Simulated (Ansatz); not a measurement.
# Trimethylsilanol (C₃H₁₀OSi): shape, modes and thermochemistry

What shape does trimethylsilanol (C₃H₁₀OSi) take? The plan is to relax it, then compute its harmonic vibrations to see whether it is a minimum and to get the zero-point energy and entropy, and look at its orbitals and charge.

Method: RKS PBE0-D4/def2-TZVP; program: Ansatz 0.2.0, Gaussian basis.

Levels to be run: relaxation at PBE0-D4/def2-TZVP; harmonic vibrations at the same level; a single point in def2-TZVPP for the fields.

**1. Where the work starts**

15 atoms, charge 0, spin multiplicity 1.

Atoms are counted from 1 here; the program's logs count them from 0.

Bond lengths: C1–Si2 1.907 Å, C1–H6 1.087 Å, C1–H7 1.085 Å, C1–H8 1.086 Å, Si2–C3 1.907 Å, Si2–C4 1.898 Å, Si2–O5 1.640 Å, C3–H9 1.087 Å, C3–H10 1.086 Å, C3–H11 1.085 Å, C4–H12 1.085 Å, C4–H13 1.085 Å, C4–H14 1.085 Å, O5–H15 0.953 Å. Angles: Si2–C1–H6 111.7°, Si2–C1–H7 111.7°, Si2–C1–H8 111.1°, H6–C1–H7 107.3°, H6–C1–H8 107.4°, H7–C1–H8 107.5°, C1–Si2–C3 108.9°, C1–Si2–C4 111.6°, C1–Si2–O5 110.8°, C3–Si2–C4 111.5°, C3–Si2–O5 110.8°, C4–Si2–O5 103.3°, Si2–C3–H9 111.7°, Si2–C3–H10 111.1°, Si2–C3–H11 111.7°, H9–C3–H10 107.4°, H9–C3–H11 107.3°, H10–C3–H11 107.5° and more.

The start is a GFN2-xTB geometry.

**2. Optimising with PBE0-D4/def2-TZVP**

File in.yaml:

```yaml
crystal:
  periodic: [false, false, false]
  atoms:
    - {symbol: C, position_ang: [-1.797130, 0.196960, 0.086930]}
    - {symbol: Si, position_ang: [0.088160, 0.203150, -0.201720]}
    - {symbol: C, position_ang: [0.969100, 0.380250, 1.480750]}
    - {symbol: C, position_ang: [0.657140, -1.353890, -1.125000]}
    - {symbol: O, position_ang: [0.517250, 1.419440, -1.214520]}
    - {symbol: H, position_ang: [-2.128680, 1.100600, 0.591790]}
    - {symbol: H, position_ang: [-2.106030, -0.644900, 0.697240]}
    - {symbol: H, position_ang: [-2.336590, 0.133330, -0.853610]}
    - {symbol: H, position_ang: [0.675420, 1.292690, 1.993230]}
    - {symbol: H, position_ang: [2.047690, 0.409690, 1.356420]}
    - {symbol: H, position_ang: [0.740040, -0.448830, 2.141720]}
    - {symbol: H, position_ang: [0.433200, -2.253770, -0.561810]}
    - {symbol: H, position_ang: [1.727180, -1.331560, -1.303120]}
    - {symbol: H, position_ang: [0.167190, -1.435410, -2.089640]}
    - {symbol: H, position_ang: [0.346060, 2.332250, -0.998670]}
basis:
  gaussian: {orbitals: def2-TZVP}
hamiltonian: {xc: pbe0, dispersion: d4}
relax: {f_tol: 0.005, max_steps: 150}
```

Launch:

```
> ansatz run in.yaml --threads 2 --pin off --events-out ev --progress --plain --max-ram 32768MiB --backend cuda --devices 0, --max-vram 18GiB
```

After this run come: Force constants and modes; Fields at the relaxed geometry.

**Question.** What will the summary of the whole plan be? Wanted: point group; shift from the start; total energy; dispersion term; dipole moment; lowest, highest wavenumber; zero-point energy; HOMO, LUMO.

The runs gave:

```
                  quantity            value
               point group               Cs
                     steps                7
shift from the start (rms)          0.046 Å
              total energy   -13194.4314 eV
           dispersion term         -259 meV
             dipole moment           1.32 D
lowest, highest wavenumber   131, 3930 cm⁻¹
         zero-point energy     326.7 kJ/mol
       entropy at 298.15 K  371.0 J/(mol K)
                HOMO, LUMO   -7.97, 0.72 eV
```

**Reading.** The atoms moved 0.05 Å (rms) from the start; the bond that changed most is Si2–C3, from 1.907 to 1.870 Å. No mode is imaginary: a true minimum at this level. The stiffest mode, 3930 cm⁻¹, is an O–H stretch, and 5 modes under 200 cm⁻¹ make the vibrational entropy uncertain. Harmonic hybrid wavenumbers usually lie a few per cent above measured fundamentals. The largest Mulliken charge, -0.53 e, sits on O5. The HOMO lies mostly on O5 27 %; C1, C3 about 20 % each and the LUMO on H15 29 %; H6, H9 about 10 % each.
